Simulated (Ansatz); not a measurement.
**SiGeH₃+ (singlet): from Hartree-Fock to the top rungs, cc-pVTZ**

How much of the correlation energy of SiGeH₃+ (singlet) does each wave-function method recover here?

Method: cc-pVTZ, core rule «outside noble gas», up to 19 orbitals frozen; program: Ansatz 0.2.0, Gaussian basis.

Plan: UHF; CCSD(T) on RHF; CCSD(T) on UHF; BCCD(T) on RHF; CCSDT(Q) on RHF; CCSDT(Q) on UHF; CASSCF and NEVPT2, 10 electrons in 11 orbitals.

5 further runs of the same task are left out: 5 set aside as unsound or not needed.

**1. What is computed**

The geometry is a PBE0/def2-TZVP stationary point (not a proven minimum) of the parent state, kept for this charge and spin. No spin-orbit coupling is included. The filled d shell of Ge may be among the frozen orbitals whatever the setting's name suggests; the logs give the count.

5 atoms, charge 1, spin multiplicity 1.

Atoms are counted from 1 here; the program's logs count them from 0.

Bond lengths: Si1–Ge2 2.420 Å, Ge2–H3 1.550 Å, Ge2–H4 1.543 Å, Ge2–H5 1.543 Å. Angles: Si1–Ge2–H3 102.9°, Si1–Ge2–H4 116.0°, Si1–Ge2–H5 116.0°, H3–Ge2–H4 106.8°, H3–Ge2–H5 106.8°, H4–Ge2–H5 107.6°.

**2. UHF**

Contents of in.yaml:

```yaml
crystal:
  periodic: [false, false, false]
  atoms:
    - {symbol: Si, position_ang: [0.006312, -0.000001, 1.781521]}
    - {symbol: Ge, position_ang: [0.001520, 0.000000, -0.638687]}
    - {symbol: H, position_ang: [-1.510450, -0.000015, -0.981329]}
    - {symbol: H, position_ang: [0.612502, 1.244920, -1.315333]}
    - {symbol: H, position_ang: [0.612528, -1.244907, -1.315334]}
basis:
  gaussian: {orbitals: cc-pVTZ}
total_charge: 1
magnetization: {spin_polarized: true, initial_magnetization: 0}
hamiltonian: {xc: hf}
output: {orbitals: {seedname: orbitals}}
```

Launch:

```console
> ansatz run in.yaml --threads 1 --pin off --events-out ev --progress --plain --max-ram 4096MiB --backend cpu
```

The runs that follow: CCSD(T) on RHF; CCSD(T) on UHF; BCCD(T) on RHF; CCSDT(Q) on RHF; CCSDT(Q) on UHF; CASSCF and NEVPT2, 10 electrons in 11 orbitals.

**Question.** What will the summary of the whole plan be? Wanted: RCCSDT(Q) below the RHF energy; RMP2 from RCCSDT(Q); UMP2 from RCCSDT(Q); RCCSD from RCCSDT(Q); RCCSD(T) from RCCSDT(Q); UCCSD(T) from RCCSDT(Q); UCCSDT(Q) from RCCSDT(Q); NEVPT2 valence from RCCSDT(Q); T1 diagnostic.

The runs gave:

| quantity | value |
| --- | --- |
| RCCSDT(Q) below the RHF energy | -6.4805 eV |
| RMP2 from RCCSDT(Q) | +1421.4 meV |
| UMP2 from RCCSDT(Q) | +1621.2 meV |
| RCCSD from RCCSDT(Q) | +254.6 meV |
| RCCSD(T) from RCCSDT(Q) | +48.6 meV |
| UCCSD(T) from RCCSDT(Q) | +50.9 meV |
| UCCSDT(Q) from RCCSDT(Q) | +0.4 meV |
| NEVPT2 valence from RCCSDT(Q) | +1080.8 meV |
| levels within 1 kcal/mol (43 meV) | RCCSDT, UCCSDT, UCCSDT(Q) |
| T1 diagnostic | 0.020 |
| effectively unpaired electrons | 0.11 |

In words: RCCSD(T) misses by +48.6 meV, 0.7 % of the correlation energy. One determinant dominates. These misses are within one basis, not against nature.
